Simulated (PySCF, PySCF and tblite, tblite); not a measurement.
# C5H9BF2O: a path driven as rotation about a bond, and NMR exchange, part 2 of 2

PySCF and tblite. Atoms count from 0. The steps go on from the part before.

## Step 9: Shieldings, end: PBE/pcSseg-1

The job: settings as JSON, then the geometry in Å.

```
{"job": {"kind": "nmr", "xc": "PBE", "basis": "pcSseg-1", "pop": false}, "charge": 0, "multiplicity": 1}
C      3.305832    -0.064756    -0.449371
C      1.796410     0.004143    -0.616997
O      1.239765     0.440282     0.609049
C     -0.104646     0.553996     0.691802
C     -1.014853     0.329848    -0.247389
C     -2.497045     0.486228    -0.000102
B     -3.167053    -0.946131    -0.028417
F     -3.691533    -1.526338     1.031944
F     -3.199224    -1.697856    -1.111066
H      3.558794    -0.757662     0.348246
H      3.695492     0.916156    -0.191914
H      3.765674    -0.400587    -1.374290
H      1.530614     0.709676    -1.416288
H      1.393041    -0.984090    -0.877867
H     -0.382529     0.886035     1.683598
H     -0.746113    -0.009426    -1.235177
H     -2.658843     0.981811     0.955974
H     -2.911108     1.121485    -0.786732
```

Output:

```text
coarse grid: 15360 points
cycle   1  E = -494.9324994456  dE =  9.157e-01  |g| = 9.190e-01  |ddm| = 3.738e+00
cycle   2  E = -494.6227393319  dE =  3.098e-01  |g| = 1.609e+00  |ddm| = 1.996e+00
cycle   3  E = -495.0805964207  dE = -4.579e-01  |g| = 2.712e-01  |ddm| = 1.440e+00
cycle   4  E = -495.0947209588  dE = -1.412e-02  |g| = 9.854e-02  |ddm| = 2.887e-01
cycle   5  E = -495.0965523736  dE = -1.831e-03  |g| = 4.095e-02  |ddm| = 1.079e-01
cycle   6  E = -495.0969605889  dE = -4.082e-04  |g| = 8.676e-03  |ddm| = 4.033e-02
cycle   7  E = -495.0969789752  dE = -1.839e-05  |g| = 2.737e-03  |ddm| = 9.049e-03
cycle   8  E = -495.0969803679  dE = -1.393e-06  |g| = 8.634e-04  |ddm| = 2.237e-03
final grid: 150016 points
cycle   9  E = -495.1954449853  dE = -8.394e-05  |g| = 2.045e-02  |ddm| = 5.119e-02
cycle  10  E = -495.1951715292  dE =  2.735e-04  |g| = 4.208e-02  |ddm| = 4.182e-02
cycle  11  E = -495.1955158788  dE = -3.443e-04  |g| = 8.529e-03  |ddm| = 3.437e-02
cycle  12  E = -495.1955340496  dE = -1.817e-05  |g| = 9.370e-04  |ddm| = 8.634e-03
cycle  13  E = -495.1955342045  dE = -1.548e-07  |g| = 4.524e-04  |ddm| = 1.040e-03
cycle  14  E = -495.1955342551  dE = -5.060e-08  |g| = 6.957e-05  |ddm| = 3.893e-04
cycle  15  E = -495.1955342560  dE = -9.328e-10  |g| = 2.662e-05  |ddm| = 7.804e-05
converged SCF energy = -495.1955342560

GIAO shielding tensors (ppm)
atom      isotropic    diamagn.    paramagn.     s11        s22        s33       span
  0 C      165.399     245.517     -80.118    150.351    163.504    182.343     31.992
  1 C      114.670     249.879    -135.209     91.516     95.715    156.777     65.261
  2 O      174.249     398.231    -223.982     66.753    203.563    252.430    185.677
  3 C       29.391     253.343    -223.951    -64.871     68.338     84.707    149.579
  4 C       89.520     263.774    -174.254     10.623     98.061    159.877    149.254
  5 C      164.388     252.825     -88.437    150.495    165.896    176.772     26.277
  6 B       70.035     192.605    -122.570     50.917     75.799     83.388     32.472
  7 F      224.211     464.939    -240.729     56.222    273.268    343.143    286.922
  8 F      228.049     469.960    -241.911     53.836    271.298    359.011    305.175
  9 H       30.157      29.132       1.025     26.484     28.319     35.667      9.183
 10 H       30.147      28.461       1.686     26.470     28.228     35.743      9.273
 11 H       30.522      27.349       3.173     26.522     28.157     36.888     10.366
 12 H       27.834      33.278      -5.444     23.632     28.765     31.105      7.472
 13 H       27.865      34.373      -6.508     23.502     29.165     30.927      7.425
 14 H       25.019      33.759      -8.739     21.652     24.749     28.657      7.005
 15 H       27.292      37.856     -10.564     23.758     26.485     31.633      7.876
 16 H       30.020      31.253      -1.233     26.728     29.471     33.862      7.134
 17 H       29.701      28.775       0.926     25.610     27.842     35.651     10.041
```

Run time: 32 s. Hardware: 1 thread of Arm Neoverse V2, shared host; peak memory 0.7 GiB.

Key values: HOMO -5.35 eV, LUMO -0.83 eV; dipole 1.86 D.

## Step 10: Kinetics and line shapes

The job: settings as JSON, then the geometry in Å.

```
{"job": {"smiles": "CCO/C=C/CB(F)F", "charge": 0, "mult": 1, "motion": "rotation", "what": "enol ether", "atoms": [3, 2], "drives": [{"terms": [["t", [4, 3, 2, 1], 0.5], ["t", [14, 3, 2, 1], 0.5]], "by": 180, "n": 12}], "study": "path", "level": {"kind": "nmr", "xc": "PBE", "basis": "pcSseg-1"}, "fields": [90, 300, 360], "first": 2, "seed": 383, "kind": "path"}, "charge": 0, "multiplicity": 1}
C      3.369136     0.026667    -0.748002
C      2.159081    -0.331144     0.098879
O      1.031019     0.337766    -0.434705
C     -0.155584     0.078605     0.170911
C     -1.271793     0.711865    -0.167375
C     -2.614789     0.419285     0.457820
B     -3.400511    -0.453174    -0.600683
F     -3.360438    -1.771479    -0.608492
F     -4.079057     0.061800    -1.606010
H      3.527885     1.101248    -0.730760
H      3.205106    -0.281896    -1.776651
H      4.252783    -0.472416    -0.360755
H      1.991119    -1.417678     0.084632
H      2.318836    -0.019884     1.141489
H     -0.143156    -0.673817     0.953563
H     -1.249835     1.446568    -0.956440
H     -2.468612    -0.117582     1.394140
H     -3.119949     1.361584     0.669304
```

Output:

```text
stationary points (kcal/mol above the start)
  n  kind          group   xTB      DFT    lowest mode
  0  minimum      C1       0.00     0.00      27.4
  1  saddle       C1       4.05     3.34    -131.9
  2  minimum      C1      -1.91    -2.18     -11.2

GFN2-xTB energies: T/K, barrier G, reaction G (kcal/mol), k forward, k back (1/s)
 150.00     3.65    -1.52   1.49e+07   9.16e+04
 200.00     3.77    -1.48   3.18e+08   7.69e+06
 250.00     3.90    -1.44   2.03e+09   1.12e+08
 298.15     4.04    -1.40    6.8e+09   6.35e+08
 350.00     4.20    -1.37   1.74e+10   2.43e+09
 400.00     4.36    -1.34   3.44e+10   6.41e+09
 500.00     4.71    -1.28   9.06e+10   2.51e+10

PBE/pcSseg-1 + D3(BJ) energies: T/K, barrier G, reaction G (kcal/mol), k forward, k back (1/s)
 150.00     2.94    -1.79   1.64e+08   4.07e+05
 200.00     3.05    -1.75   1.92e+09   2.36e+07
 250.00     3.19    -1.71   8.54e+09   2.73e+08
 298.15     3.33    -1.67   2.27e+10   1.35e+09
 350.00     3.49    -1.64   4.86e+10   4.61e+09
 400.00     3.65    -1.61   8.45e+10   1.12e+10
 500.00     4.00    -1.55   1.86e+11   3.92e+10
```

It took 2.1 min on 1 thread of Arm Neoverse V2, shared host; peak memory 0.73 GiB. This counts the whole study up to here.

Barriers by level (kcal/mol; entropies in cal/(mol K)). Zero-point and thermal terms come from xTB in every row. ΔG‡ leaves symmetry out; the rate counts one path; effective ΔG‡, where given, is the barrier that would give that rate by Eyring's equation alone:

```
                level   ΔE‡  with zero-point   ΔH‡   ΔS‡  ΔG‡ (298 K)  ΔE of reaction  k at 298 K (1/s)  effective ΔG‡
             GFN2-xTB  4.05             3.47  3.00  -3.5         4.04           -1.91           6.8e+09           4.04
PBE/pcSseg-1 + D3(BJ)  3.34             2.75  2.28  -3.5         3.33           -2.18           2.3e+10           3.33
```

Sites that the driver pairs across this motion, and where their lines would merge (no couplings; faster rotations or exchange between molecules can average them sooner):

```
nucleus        sites: shielding (ppm)  proton frequency (MHz)  spread (Hz)  coalescence (K)  lines at 298 K
    ¹⁹F    F7: 230.6; F7 (end): 224.2                     360         2150        not given               –
    ¹⁷O    O2: 190.0; O2 (end): 174.2                     360          770        not given               –
    ¹³C      C4: 83.7; C4 (end): 89.5                     360          530        not given               –
    ¹³C    C1: 109.5; C1 (end): 114.7                     360          472        not given               –
    ¹⁹F    F8: 227.4; F8 (end): 228.0                     360          228        not given               –
     ¹H  H15: 26.76; H15 (end): 27.29                     360          191        not given               –
    ¹³C      C3: 28.2; C3 (end): 29.4                     360          107        not given               –
     ¹H  H13: 27.61; H13 (end): 27.86                     360           92        not given               –
```

A dash: the driver gave no coalescence for this row (it judged the minor form too scarce).

Rows that set an atom against itself at the end compare its shielding in the two forms.

Lines of quadrupolar nuclei are broad, so their coalescence could hardly be seen.

## Step 11: Shieldings, start: PBE0/def2-SVP

The job: settings as JSON, then the geometry in Å.

```
{"job": {"kind": "nmr", "xc": "PBE0", "basis": "def2-SVP", "pop": false}, "charge": 0, "multiplicity": 1}
C      3.369136     0.026667    -0.748002
C      2.159081    -0.331144     0.098879
O      1.031019     0.337766    -0.434705
C     -0.155584     0.078605     0.170911
C     -1.271793     0.711865    -0.167375
C     -2.614789     0.419285     0.457820
B     -3.400511    -0.453174    -0.600683
F     -3.360438    -1.771479    -0.608492
F     -4.079057     0.061800    -1.606010
H      3.527885     1.101248    -0.730760
H      3.205106    -0.281896    -1.776651
H      4.252783    -0.472416    -0.360755
H      1.991119    -1.417678     0.084632
H      2.318836    -0.019884     1.141489
H     -0.143156    -0.673817     0.953563
H     -1.249835     1.446568    -0.956440
H     -2.468612    -0.117582     1.394140
H     -3.119949     1.361584     0.669304
```

Output:

```text
coarse grid: 15360 points
cycle   1  E = -494.7093345645  dE =  1.034e+00  |g| = 7.850e-01  |ddm| = 4.368e+00
cycle   2  E = -494.6275275356  dE =  8.181e-02  |g| = 1.062e+00  |ddm| = 1.561e+00
cycle   3  E = -494.8235093717  dE = -1.960e-01  |g| = 1.043e-01  |ddm| = 9.222e-01
cycle   4  E = -494.8253510526  dE = -1.842e-03  |g| = 4.800e-02  |ddm| = 1.263e-01
cycle   5  E = -494.8258275384  dE = -4.765e-04  |g| = 1.567e-02  |ddm| = 5.633e-02
cycle   6  E = -494.8258870100  dE = -5.947e-05  |g| = 3.046e-03  |ddm| = 1.725e-02
cycle   7  E = -494.8258891007  dE = -2.091e-06  |g| = 8.845e-04  |ddm| = 3.371e-03
final grid: 150016 points
cycle   8  E = -494.8992841908  dE = -5.276e-05  |g| = 1.103e-02  |ddm| = 3.325e-02
cycle   9  E = -494.8992598354  dE =  2.436e-05  |g| = 1.587e-02  |ddm| = 2.116e-02
cycle  10  E = -494.8993092468  dE = -4.941e-05  |g| = 2.044e-03  |ddm| = 1.349e-02
cycle  11  E = -494.8993102342  dE = -9.874e-07  |g| = 2.867e-04  |ddm| = 2.263e-03
cycle  12  E = -494.8993102502  dE = -1.598e-08  |g| = 1.515e-04  |ddm| = 4.322e-04
cycle  13  E = -494.8993102558  dE = -5.671e-09  |g| = 2.367e-05  |ddm| = 1.566e-04
cycle  14  E = -494.8993102560  dE = -1.284e-10  |g| = 5.001e-06  |ddm| = 2.767e-05
converged SCF energy = -494.8993102560

GIAO shielding tensors (ppm)
atom      isotropic    diamagn.    paramagn.     s11        s22        s33       span
  0 C      180.414     245.228     -64.814    166.312    180.466    194.464     28.152
  1 C      129.560     244.072    -114.512     93.566    118.072    177.043     83.477
  2 O      229.989     396.584    -166.595    143.413    266.216    280.338    136.925
  3 C       49.461     256.740    -207.279    -40.784     88.307    100.860    141.644
  4 C      101.146     260.173    -159.027     15.243    119.840    168.355    153.112
  5 C      182.034     252.061     -70.027    171.988    183.208    190.906     18.918
  6 B       87.001     201.286    -114.285     66.514     93.007    101.482     34.968
  7 F      269.332     462.451    -193.118    117.761    308.465    381.771    264.010
  8 F      267.688     456.933    -189.246    111.424    305.462    386.176    274.753
  9 H       30.481      29.450       1.031     26.729     28.744     35.969      9.240
 10 H       30.487      29.915       0.572     26.760     28.794     35.908      9.148
 11 H       30.964      26.395       4.570     27.077     28.162     37.653     10.576
 12 H       28.136      32.325      -4.189     23.815     28.645     31.949      8.134
 13 H       28.093      31.562      -3.469     23.763     28.348     32.170      8.407
 14 H       25.682      37.143     -11.462     22.942     23.452     30.651      7.709
 15 H       27.146      36.906      -9.760     24.004     27.138     30.294      6.290
 16 H       30.514      33.280      -2.766     27.034     29.564     34.945      7.911
 17 H       30.375      28.849       1.526     26.513     28.104     36.508      9.995
```

Wall time 18 s (1 thread of Arm Neoverse V2, shared host); peak memory 0.79 GiB.

In short: HOMO -6.30 eV, LUMO 0.13 eV; dipole 2.75 D.

## Step 12: Single-point energy, saddle of leg 1: PBE0/def2-SVP

The job: settings as JSON, then the geometry in Å.

```
{"job": {"kind": "sp", "xc": "PBE0", "basis": "def2-SVP", "pop": false}, "charge": 0, "multiplicity": 1}
C      3.286768     0.084040    -0.577287
C      1.895809    -0.350056    -0.147220
O      1.255938     0.756841     0.472347
C     -0.036742     0.517089     0.867928
C     -1.078111     0.639831     0.060840
C     -2.497497     0.409100     0.479413
B     -3.202529    -0.797605    -0.261469
F     -4.419706    -1.196353     0.049511
F     -2.649948    -1.489750    -1.234621
H      3.854986     0.415028     0.287518
H      3.215485     0.909616    -1.279800
H      3.803418    -0.746505    -1.049953
H      1.308732    -0.683482    -1.014807
H      1.958290    -1.187546     0.564662
H     -0.150292     0.240144     1.914199
H     -0.920831     0.910462    -0.973618
H     -2.544253     0.253315     1.560020
H     -3.079518     1.315832     0.282338
```

Output:

```text
coarse grid: 15360 points
cycle   1  E = -494.7018457217  dE =  1.021e+00  |g| = 7.933e-01  |ddm| = 4.364e+00
cycle   2  E = -494.6197045245  dE =  8.214e-02  |g| = 1.072e+00  |ddm| = 1.776e+00
cycle   3  E = -494.8188378389  dE = -1.991e-01  |g| = 9.298e-02  |ddm| = 1.098e+00
cycle   4  E = -494.8203460579  dE = -1.508e-03  |g| = 4.202e-02  |ddm| = 1.219e-01
cycle   5  E = -494.8207159993  dE = -3.699e-04  |g| = 1.486e-02  |ddm| = 5.414e-02
cycle   6  E = -494.8207691375  dE = -5.314e-05  |g| = 2.971e-03  |ddm| = 1.684e-02
cycle   7  E = -494.8207711757  dE = -2.038e-06  |g| = 7.921e-04  |ddm| = 3.113e-03
final grid: 150016 points
cycle   8  E = -494.8938720424  dE = -5.331e-05  |g| = 1.071e-02  |ddm| = 3.201e-02
cycle   9  E = -494.8938536597  dE =  1.838e-05  |g| = 1.465e-02  |ddm| = 2.141e-02
cycle  10  E = -494.8938959250  dE = -4.227e-05  |g| = 1.600e-03  |ddm| = 1.365e-02
cycle  11  E = -494.8938965133  dE = -5.883e-07  |g| = 2.638e-04  |ddm| = 2.107e-03
cycle  12  E = -494.8938965256  dE = -1.228e-08  |g| = 1.542e-04  |ddm| = 3.976e-04
cycle  13  E = -494.8938965315  dE = -5.932e-09  |g| = 2.314e-05  |ddm| = 1.531e-04
cycle  14  E = -494.8938965316  dE = -1.214e-10  |g| = 5.579e-06  |ddm| = 2.698e-05
converged SCF energy = -494.8938965316
```

It took 9 s on 1 thread of Arm Neoverse V2, shared host; peak memory 0.62 GiB.

Key values: HOMO -7.02 eV, LUMO 0.38 eV; dipole 0.50 D.

## Step 13: Shieldings, end: PBE0/def2-SVP

The job: settings as JSON, then the geometry in Å.

```
{"job": {"kind": "nmr", "xc": "PBE0", "basis": "def2-SVP", "pop": false}, "charge": 0, "multiplicity": 1}
C      3.305832    -0.064756    -0.449371
C      1.796410     0.004143    -0.616997
O      1.239765     0.440282     0.609049
C     -0.104646     0.553996     0.691802
C     -1.014853     0.329848    -0.247389
C     -2.497045     0.486228    -0.000102
B     -3.167053    -0.946131    -0.028417
F     -3.691533    -1.526338     1.031944
F     -3.199224    -1.697856    -1.111066
H      3.558794    -0.757662     0.348246
H      3.695492     0.916156    -0.191914
H      3.765674    -0.400587    -1.374290
H      1.530614     0.709676    -1.416288
H      1.393041    -0.984090    -0.877867
H     -0.382529     0.886035     1.683598
H     -0.746113    -0.009426    -1.235177
H     -2.658843     0.981811     0.955974
H     -2.911108     1.121485    -0.786732
```

Output:

```text
coarse grid: 15360 points
cycle   1  E = -494.7170594973  dE =  1.037e+00  |g| = 7.707e-01  |ddm| = 4.348e+00
cycle   2  E = -494.6416487944  dE =  7.541e-02  |g| = 1.037e+00  |ddm| = 1.467e+00
cycle   3  E = -494.8259127258  dE = -1.843e-01  |g| = 1.161e-01  |ddm| = 8.805e-01
cycle   4  E = -494.8283249484  dE = -2.412e-03  |g| = 5.236e-02  |ddm| = 1.463e-01
cycle   5  E = -494.8289224564  dE = -5.975e-04  |g| = 1.484e-02  |ddm| = 6.127e-02
cycle   6  E = -494.8289746789  dE = -5.222e-05  |g| = 2.818e-03  |ddm| = 1.665e-02
cycle   7  E = -494.8289765826  dE = -1.904e-06  |g| = 5.315e-04  |ddm| = 2.890e-03
final grid: 150016 points
cycle   8  E = -494.9024282228  dE = -6.036e-05  |g| = 1.086e-02  |ddm| = 4.168e-02
cycle   9  E = -494.9024034767  dE =  2.475e-05  |g| = 1.572e-02  |ddm| = 2.080e-02
cycle  10  E = -494.9024531561  dE = -4.968e-05  |g| = 2.319e-03  |ddm| = 1.373e-02
cycle  11  E = -494.9024544502  dE = -1.294e-06  |g| = 2.776e-04  |ddm| = 2.650e-03
cycle  12  E = -494.9024544643  dE = -1.418e-08  |g| = 1.551e-04  |ddm| = 3.976e-04
cycle  13  E = -494.9024544700  dE = -5.699e-09  |g| = 2.401e-05  |ddm| = 1.501e-04
cycle  14  E = -494.9024544702  dE = -1.255e-10  |g| = 5.942e-06  |ddm| = 2.772e-05
converged SCF energy = -494.9024544702

GIAO shielding tensors (ppm)
atom      isotropic    diamagn.    paramagn.     s11        s22        s33       span
  0 C      180.683     244.970     -64.287    167.142    180.128    194.780     27.638
  1 C      133.565     247.410    -113.845    111.583    117.030    172.083     60.500
  2 O      214.615     396.658    -182.043    115.345    237.474    291.025    175.680
  3 C       51.005     254.365    -203.361    -41.729     83.960    110.783    152.512
  4 C      105.796     261.811    -156.014     28.539    113.628    175.222    146.683
  5 C      181.676     250.542     -68.866    171.799    181.197    192.032     20.233
  6 B       86.451     201.037    -114.587     65.131     92.706    101.515     36.383
  7 F      263.435     458.450    -195.015    106.045    305.641    378.620    272.575
  8 F      267.245     462.115    -194.870    104.532    305.885    391.318    286.786
  9 H       30.453      29.584       0.869     26.591     28.585     36.183      9.592
 10 H       30.448      28.716       1.732     26.592     28.522     36.230      9.638
 11 H       30.829      27.572       3.257     26.703     28.327     37.456     10.753
 12 H       28.260      33.675      -5.415     23.888     29.209     31.684      7.796
 13 H       28.288      35.019      -6.731     23.751     29.580     31.532      7.781
 14 H       25.471      34.707      -9.236     21.893     25.283     29.237      7.344
 15 H       27.642      39.203     -11.561     23.934     26.976     32.016      8.082
 16 H       30.511      31.650      -1.139     26.885     29.745     34.904      8.018
 17 H       30.316      28.908       1.409     26.173     28.220     36.556     10.383
```

It took 17 s on 1 thread of Arm Neoverse V2, shared host; peak memory 0.79 GiB.

This run: HOMO -6.47 eV, LUMO 0.32 eV; dipole 1.84 D.

## Step 14: Second level: PBE0/def2-SVP + D3(BJ)

The job, as its differences from that of step 10:

```diff
@@ -1,2 +1,2 @@
-{"job": {"smiles": "CCO/C=C/CB(F)F", "charge": 0, "mult": 1, "motion": "rotation", "what": "enol ether", "atoms": [3, 2], "drives": [{"terms": [["t", [4, 3, 2, 1], 0.5], ["t", [14, 3, 2, 1], 0.5]], "by": 180, "n": 12}], "study": "path", "level": {"kind": "nmr", "xc": "PBE", "basis": "pcSseg-1"}, "fields": [90, 300, 360], "first": 2, "seed": 383, "kind": "path"}, "charge": 0, "multiplicity": 1}
+{"job": {"smiles": "CCO/C=C/CB(F)F", "charge": 0, "mult": 1, "motion": "rotation", "what": "enol ether", "atoms": [3, 2], "drives": [{"terms": [["t", [4, 3, 2, 1], 0.5], ["t", [14, 3, 2, 1], 0.5]], "by": 180, "n": 12}], "study": "path", "level": {"kind": "nmr", "xc": "PBE0", "basis": "def2-SVP", "wide": true}, "fields": [90, 300, 360], "first": 2, "seed": 383, "kind": "pathvar"}, "charge": 0, "multiplicity": 1}
 C      3.369136     0.026667    -0.748002
```

Output:

```text
stationary points (kcal/mol above the start)
  n  kind          group   xTB      DFT    lowest mode
  0  minimum      C1       0.00     0.00      27.4
  1  saddle       C1       4.05     3.26    -131.9
  2  minimum      C1      -1.91    -2.23     -11.2

GFN2-xTB energies: T/K, barrier G, reaction G (kcal/mol), k forward, k back (1/s)
 150.00     3.65    -1.52   1.49e+07   9.16e+04
 200.00     3.77    -1.48   3.18e+08   7.69e+06
 250.00     3.90    -1.44   2.03e+09   1.12e+08
 298.15     4.04    -1.40    6.8e+09   6.35e+08
 350.00     4.20    -1.37   1.74e+10   2.43e+09
 400.00     4.36    -1.34   3.44e+10   6.41e+09
 500.00     4.71    -1.28   9.06e+10   2.51e+10

PBE/pcSseg-1 + D3(BJ) energies: T/K, barrier G, reaction G (kcal/mol), k forward, k back (1/s)
 150.00     2.94    -1.79   1.64e+08   4.07e+05
 200.00     3.05    -1.75   1.92e+09   2.36e+07
 250.00     3.19    -1.71   8.54e+09   2.73e+08
 298.15     3.33    -1.67   2.27e+10   1.35e+09
 350.00     3.49    -1.64   4.86e+10   4.61e+09
 400.00     3.65    -1.61   8.45e+10   1.12e+10
 500.00     4.00    -1.55   1.86e+11   3.92e+10

PBE0/def2-SVP + D3(BJ) energies: T/K, barrier G, reaction G (kcal/mol), k forward, k back (1/s)
 150.00     2.86    -1.84   2.15e+08    4.5e+05
 200.00     2.97    -1.80   2.35e+09   2.54e+07
 250.00     3.11    -1.76      1e+10    2.9e+08
 298.15     3.24    -1.72    2.6e+10   1.41e+09
 350.00     3.41    -1.69   5.45e+10   4.81e+09
 400.00     3.57    -1.66   9.35e+10   1.16e+10
 500.00     3.92    -1.60   2.01e+11   4.04e+10
```

Run time: 2.8 min. Hardware: 1 thread of Arm Neoverse V2, shared host; peak memory 0.79 GiB. This counts the runs that the step sums up.

Barriers by level (kcal/mol; entropies in cal/(mol K)). Zero-point and thermal terms come from xTB in every row. ΔG‡ leaves symmetry out; the rate counts one path; effective ΔG‡, where given, is the barrier that would give that rate by Eyring's equation alone:

```
                 level   ΔE‡  with zero-point   ΔH‡   ΔS‡  ΔG‡ (298 K)  ΔE of reaction  k at 298 K (1/s)  effective ΔG‡
              GFN2-xTB  4.05             3.47  3.00  -3.5         4.04           -1.91           6.8e+09           4.04
 PBE/pcSseg-1 + D3(BJ)  3.34             2.75  2.28  -3.5         3.33           -2.18           2.3e+10           3.33
PBE0/def2-SVP + D3(BJ)  3.26             2.67  2.20  -3.5         3.24           -2.23           2.6e+10           3.24
```

## Step 15: Outcome

What follows sums up all 2 parts.

| quantity | value |
| --- | --- |
| barrier (PBE/pcSseg-1 + D3(BJ)) | ΔE‡ 3.3, ΔG‡(298 K) 3.3 kcal/mol |
| barrier (GFN2-xTB) | ΔE‡ 4.0 kcal/mol |
| rate at 298 K | 2.3e+10 s⁻¹ |
| end of the path | -2.2 kcal/mol from the start |

In words: The barrier is 3.3 kcal/mol at the DFT level (xTB: 4.0); with thermal terms and the count of paths the DFT value gives a rate of 2.3e+10 s⁻¹ at 298 K. An error of 1.4 kcal/mol changes that rate tenfold. It was not proven that each saddle links the two ends.
